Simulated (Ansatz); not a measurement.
# CsLiCr2Te2S3 (P3m1) in Ansatz: further runs

The runs below take CsLiCr2Te2S3 through single point, with PBE.

Everything below comes from runs of Ansatz 0.2.0. Logs are shortened: lines on timing, memory, paths and dates and some standing lists are left out, and cuts for length are marked.

## Step 1: The crystal as given

It takes space group P3m1 (No. 156, trigonal). Conventional cell: a = 3.604 Å, b = 3.604 Å, c = 19.067 Å, α = 90.00°, β = 90.00°, γ = 120.00°. Cs (site symmetry 3m) is surrounded by 3 S at 3.38 Å and 6 Cs at 3.60 Å and 3 Te at 3.77 Å. Li (site symmetry 3m) is surrounded by 6 S at 2.63 to 2.66 Å. Cr (site symmetry 3m) is surrounded by 3 S at 2.40 Å and 3 Te at 2.74 Å. Cr (site symmetry 3m) is surrounded by 6 S at 2.43 to 2.45 Å. Te (site symmetry 3m) is surrounded by 6 Te at 3.60 Å and 3 Cs at 3.77 Å. Te (site symmetry 3m) has 3 Cr at 2.74 Å as nearest neighbours. Around S (site symmetry 3m) lie 3 Cr at 2.45 Å and 3 Li at 2.63 Å. Around S (site symmetry 3m) lie 3 Cr at 2.40 Å and 3 Li at 2.66 Å.

The cell was built by a generator and needn't be a form met in nature.

## Step 2: Single point, PBE, collinear spin, ferromagnetic start

Input file input.yaml:

```yaml
crystal:
  lattice:
    - [3.60358, 0.0, 0.0]
    - [-1.80179, 3.12079, 0.0]
    - [0.0, 0.0, 19.06651]
  atoms:
    - { symbol: Cs, position: [0.0, 0.0, 0.37399] }
    - { symbol: Li, position: [0.66667, 0.33333, 0.01607] }
    - { symbol: Cr, position: [0.0, 0.0, 0.86637], spin: 3.0 }
    - { symbol: Cr, position: [0.33333, 0.66667, 0.16833], spin: 3.0 }
    - { symbol: Te, position: [0.33333, 0.66667, 0.53891] }
    - { symbol: Te, position: [0.66667, 0.33333, 0.77276] }
    - { symbol: S, position: [0.0, 0.0, 0.1003] }
    - { symbol: S, position: [0.33333, 0.66667, 0.9292] }
    - { symbol: S, position: [0.66667, 0.33333, 0.23408] }
hamiltonian:
  xc: pbe
  pseudopotentials: { kind: nc }
magnetization:
  spin_polarized: true
kpoints:
  mp_grid: { grid: [9, 9, 2] }
scf:
  occupations: { method: fermi_dirac, width: 0.05 }
output:
  forces: true
  stress: true
  eigenvalues: true
```

Potentials or basis: Ansatz NC with PseudoDojo standard (PBE files).

On the command line:

```sh
> ansatz run input.yaml --threads 8 --pin off --max-ram 20480MiB --backend cpu --events-out ev --progress --plain --runs-dir out
```

What it wrote:

```text
Warning: the atoms were moved onto the symmetric positions of the space group found under crystal.symmetry.tolerance 1.0e-5 (fractional; no operation is sought that the atoms, as they stand in a round, miss by more than twice it, and no atom is moved by as much as it), and the run uses the moved positions. Before a round's move an operation carried an atom to 3.60e-5 Å from where it should land, the largest such distance. Atom 1 (counting from 0) moved farthest, by 2.08e-5 Å; the longest move in fractions of the cell, of whichever atom, is 0.47 of the tolerance, in 1 round. To run the atoms as typed, lower crystal.symmetry.tolerance until the operations that they miss are no longer found, or set crystal.symmetry.detect: false (a key that needs symmetry detection or time reversal refuses this as the deck is read). The positions used, in the order of the run's atom list: position: [0.0, 0.0, 0.37399]; position: [0.6666666666666666, 0.3333333333333333, 0.01607]; position: [0.0, 0.0, 0.86637]; position: [0.3333333333333333, 0.6666666666666666, 0.16833]; position: [0.3333333333333333, 0.6666666666666666, 0.53891]; position: [0.6666666666666666, 0.3333333333333333, 0.77276]; position: [0.0, 0.0, 0.1003]; position: [0.3333333333333333, 0.6666666666666666, 0.9292]; position: [0.6666666666666666, 0.3333333333333333, 0.23408]; The lattice was moved too: crystal.lattice keeps the space group found at crystal.symmetry.tolerance 1.0e-5 only nearly: the operation that it misses by the most changes a squared length by the fraction 1.01e-6. The run uses the lattice that is a stretch of the typed one, with no rotation, onto the one that keeps every operation to a double's rounding (on a very oblique basis the stretch itself rounds by more); the deck's lattice vector that moved farthest moved by 1.05e-6 Å. To run the lattice as typed, set crystal.symmetry.tolerance under 1.01e-6, the least fraction by which an operation that the lattice misses changes a squared length (the same key also sets how far an atom may lie from its image, so lowering it can lose operations that the atoms keep only within it), or set crystal.symmetry.detect: false, as for the atoms. crystal.lattice made exact, in Å and degrees: [[3.603578946584446, 0.0, 0.0], [-1.801789473292223, 3.120790912284897, 0.0], [0.0, 0.0, 19.06651]]. Pasted over the deck's crystal.lattice, beside positions in fractional coordinates, it runs the same cell (given as lengths and angles, that cell in the form's own orientation, a rigid turn of the misfit's size from the one run here, for which a checkpoint.post_process_only pass over this run's state can be refused: where this run relaxes nothing, give such a pass this deck's own crystal.lattice, as typed; behind a relaxation, as crystal.lattice, the state's own cell, identity.cell in its checkpoint.json), and a matrix so pasted ends this notice, except on a very skew basis of the lattice, where the rounding of the pasted numbers themselves can read as a misfit: the cell is then moved again, and that move is told again. The lattice as run is in this notice's lattice.as_run_ang field (Run.prep()["deck_notices"] in Python, the deck_notice line of an events file, deck_notices of ansatz run --dry-run=json, or deck_notices in record.json in the deck's checkpoint.write directory).
Warning: RAYON_NUM_THREADS=8 ignored (pool sized by the plan → 8); use --threads N
Engine: ansatz 0.2.0, aarch64-unknown-linux-gnu
Pseudopotentials: kind: nc
Pseudopotential: Cs, nc, valence charge 9, recommended cutoff 680.284656 eV (normal), Cs.nc.azcp
Pseudopotential: Li, nc, valence charge 3, recommended cutoff 1034.032677 eV (normal), Li.nc.azcp
Pseudopotential: Cr, nc, valence charge 14, recommended cutoff 1278.935154 eV (normal), Cr.nc.azcp
Pseudopotential: Te, nc, valence charge 16, recommended cutoff 1120 eV (normal), Te.nc.azcp
[... 80 lines left out ...]
  atom   9  S      0.00000000     0.00000000    -0.03241215
  max |Σ_I F_I| component: 2.51e-4 eV/Å
--- Stress (GPa, compression-positive) ---
        0.069064      -0.000000       0.000000
        0.000000       0.069064       0.000000
        0.000000       0.000000      -0.160445
  P = ⅓ Tr σ = -0.0074 GPa (-0.074 kbar)
--- Band table (eV; the first three rows and the last of 48) ---
  k-point 0 ↑: bands = ["-64.8918", "-64.5382", "-38.1879", "-36.2877", "-36.2621", "-36.2621", "-35.9358", "-35.9358", "-35.9215", "-28.4038", "-28.4038", "-28.3788", "-28.3788", "-28.3136", "-28.3136", "-28.2956", "-28.2145", "-28.2145", "-28.1585", "-15.3167", "-5.9312", "-5.5896", "-4.5714", "-3.5765", "-3.3486", "-1.6490", "-0.5611", "-0.5611", "2.6998", "3.3369", "4.2331", "4.2331", "4.6675", "4.6675", "5.7434", "5.9982", "6.4160", "6.4160", "6.6987", "6.6987", "6.7341", "7.0957", "7.0957", "7.1627", "7.6950", "8.5799", "8.5799", "9.5281", "9.8378", "9.8378", "10.3155", "10.3155", "10.8524", "10.8524", "12.0664", "12.5195", "12.5195", "12.7603"]
  k-point 1 ↑: bands = ["-64.8918", "-64.5382", "-38.1879", "-36.2877", "-36.2621", "-36.2621", "-35.9358", "-35.9358", "-35.9215", "-28.4038", "-28.4038", "-28.3788", "-28.3788", "-28.3136", "-28.3136", "-28.2956", "-28.2145", "-28.2145", "-28.1585", "-15.3167", "-5.9313", "-5.5895", "-4.5717", "-3.5738", "-3.3514", "-1.6484", "-0.5611", "-0.5611", "2.6868", "3.3623", "4.2331", "4.2331", "4.6675", "4.6675", "5.5476", "6.4033", "6.4160", "6.4160", "6.5081", "6.6987", "6.6987", "7.0957", "7.0957", "7.1717", "7.6809", "8.5799", "8.5799", "9.5338", "9.8377", "9.8377", "10.3155", "10.3155", "10.8524", "10.8524", "12.1803", "12.5195", "12.5195", "12.5291"]
  k-point 2 ↑: bands = ["-64.8917", "-64.5380", "-38.1877", "-36.2874", "-36.2643", "-36.2626", "-35.9380", "-35.9363", "-35.9212", "-28.4038", "-28.4021", "-28.3787", "-28.3770", "-28.3142", "-28.3138", "-28.2947", "-28.2151", "-28.2147", "-28.1576", "-15.2578", "-5.8147", "-5.4888", "-4.5264", "-3.4593", "-3.2181", "-1.5954", "-0.9897", "-0.6528", "2.8165", "3.4544", "4.0083", "4.2871", "4.3492", "4.6884", "5.8342", "5.9419", "6.1255", "6.2501", "6.5537", "6.6168", "6.7255", "6.8040", "7.2706", "7.3399", "7.5506", "8.4307", "8.5339", "9.2810", "9.3623", "9.7336", "9.9777", "10.0375", "10.0768", "10.6438", "11.8624", "12.6127", "12.8874", "13.2941"]
  k-point 23 ↓: bands = ["-62.1160", "-61.9098", "-38.1881", "-33.4532", "-33.4529", "-33.4424", "-33.2860", "-33.2495", "-33.2468", "-28.4019", "-28.4016", "-28.3965", "-28.3964", "-28.3443", "-28.3441", "-28.3142", "-28.2190", "-28.2190", "-28.1504", "-14.6914", "-4.5669", "-4.4552", "-4.3245", "-2.8045", "-2.6626", "-2.0189", "-1.3402", "-1.2661", "3.3084", "3.3815", "3.3995", "3.5148", "3.7436", "4.0240", "4.7606", "4.8419", "5.2368", "5.4925", "5.5942", "5.6078", "5.6575", "6.2783", "7.4598", "9.5074", "9.7355", "9.9347", "9.9724", "10.0332", "10.0798", "10.3909", "10.4982", "10.6038", "10.9644", "11.6281", "11.9089", "12.8902", "13.1124", "13.2624"]
```

Run time: 1.7 min. Hardware: 8 threads of Arm Neoverse V1, shared host; peak memory 4 GiB.

What came out:

| Item | Value |
| --- | --- |
| Free energy | -12837.8475 eV |
| Pressure | 0.0 GPa |
| Largest force | 0.040 eV/Å |
| Band gap on the k mesh | none (metal or under the smearing width) |
| Net moment | 5.64 μB per cell |
| Absolute moment | 6.70 μB per cell |
| Site moments | Cs +0.00; Li -0.01; Cr +2.59, +2.74; Te -0.01, -0.15; S -0.05, -0.06 μB |

Forces on the atoms (eV/Å):
```
Cs   0.000  0.000  0.034
Li   0.000  0.000  0.022
Cr   0.000  0.000 -0.019
Cr   0.000  0.000  0.009
Te   0.000  0.000 -0.016
Te   0.000  0.000  0.040
S    0.000  0.000 -0.005
S    0.000  0.000 -0.032
S    0.000  0.000 -0.032
```

Stress tensor (GPa, compression positive):
```
 0.07  0.00  0.00
 0.00  0.07  0.00
 0.00  0.00 -0.16
```

Caveat: only a ferromagnetic start was run, and an antiferromagnetic order may lie lower in energy. With open d or f shells a metallic result of PBE can be an artefact of self-interaction; +U or a hybrid may open a gap.

## Step 3: Single point, PBE, collinear spin, ferromagnetic start

input.yaml: that of step 2 with these lines changed.

```diff
@@ -17,3 +17,3 @@
   xc: pbe
-  pseudopotentials: { kind: nc }
+  pseudopotentials: { kind: paw, source: jth }
 magnetization:
```

Potentials or basis: JTH PAW.

On the command line:

```sh
> ansatz run input.yaml --threads 8 --pin off --max-ram 20480MiB --backend cpu --events-out ev --progress --plain --runs-dir out
```

It took 1.8 min on 8 threads of Arm Neoverse V1, shared host; peak memory 4.4 GiB.

Results (log left out):

| Item | Value |
| --- | --- |
| Free energy | -25194.2458 eV |
| Pressure | 0.3 GPa |
| Largest force | 0.047 eV/Å |
| Band gap on the k mesh | none (metal or under the smearing width) |
| Net moment | 5.64 μB per cell |
| Absolute moment | 6.67 μB per cell |
| Site moments | Cs +0.00; Li -0.01; Cr +2.59, +2.74; Te -0.01, -0.15; S -0.05, -0.06 μB |

Forces on the atoms (eV/Å):
```
Cs   0.000  0.000  0.047
Li   0.000  0.000  0.023
Cr   0.000  0.000  0.034
Cr   0.000  0.000  0.004
Te   0.000  0.000 -0.001
Te   0.000  0.000 -0.040
S    0.000  0.000 -0.033
S    0.000  0.000 -0.013
S    0.000  0.000 -0.021
```

Stress tensor (GPa, compression positive):
```
0.32 0.00 0.00
0.00 0.32 0.00
0.00 0.00 0.15
```

Levels at points of the mesh, in eV from the Fermi level:
Spin up:
| k point | band 36 | band 37 | band 38 | band 39 | band 40 | band 41 |
| --- | --- | --- | --- | --- | --- | --- |
| (0.00, 0.00, 0.00) | 0.49 | 0.49 | 1.40 | 1.76 | 1.76 | 2.20 |
| (0.00, 0.00, -0.50) | 0.49 | 0.49 | 1.41 | 1.76 | 1.76 | 2.20 |
Spin down:
```tsv
k point	band 30	band 31	band 32	band 33	band 34	band 35
(0.00, 0.00, 0.00)	0.78	0.78	1.06	1.06	1.22	1.22
(0.00, 0.00, -0.50)	0.78	0.78	1.06	1.06	1.22	1.22
```

Caveat: only a ferromagnetic start was run, and an antiferromagnetic order may lie lower in energy.
